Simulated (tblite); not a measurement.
# C5H13BSe: the cost of one run

Computed with tblite 0.8.0 and PySCF 2.14.0, with density-fitted response routines of our own, on a single molecule in the gas phase. Atoms count from 0, in the outputs and in this text.

### 1 The molecule as given

20 atoms, charge 0, multiplicity 1; geometry from: force field or distance geometry start.

Bonds of the start (Å): C0–B1 1.58, B1–C2 1.62, C2–C3 1.52, C2–C4 1.53, C4–Se5 1.95, Se5–C6 1.95, C0–H7 1.12, C0–H8 1.11, C0–H9 1.12, B1–H10 1.18, C2–H11 1.11, C3–H12 1.10, C3–H13 1.12, C3–H14 1.12, C4–H15 1.11, C4–H16 1.12, C6–H17 1.11, C6–H18 1.11, C6–H19 1.12.

### 2 Relaxing the molecule with GFN2-xTB

What the job is given:

```
{"job": {"kind": "relax", "xc": "GFN2-xTB", "basis": "xTB"}, "charge": 0, "multiplicity": 1}
C     -2.732100     1.429500    -0.199500
B     -1.739600     0.263600    -0.572000
C     -0.598800    -0.206200     0.483600
C     -0.832100    -1.664200     0.852400
C      0.786400     0.019800    -0.116500
Se     2.183400    -0.199000     1.221000
C      3.599300     0.164300    -0.073800
H     -2.163000     2.367200     0.003700
H     -3.432100     1.598900    -1.044400
H     -3.326000     1.154500     0.709600
H     -1.818300    -0.276900    -1.615400
H     -0.710600     0.418100     1.396900
H     -0.723500    -2.332000    -0.015400
H     -0.097000    -1.988600     1.632100
H     -1.852700    -1.801600     1.287400
H      0.964200    -0.686300    -0.949400
H      0.868600     1.061900    -0.514700
H      3.563700    -0.598600    -0.883100
H      3.467000     1.179800    -0.491900
H      4.588000     0.106400     0.444400
```

On the command line:

```sh
OMP_NUM_THREADS=1 python probes_run.py task.json out
```

This one command runs all jobs of the session in turn.

Q: Estimate the wall time of this first job on 1 thread of Arm Neoverse V1, shared host.

About 1.4 s.
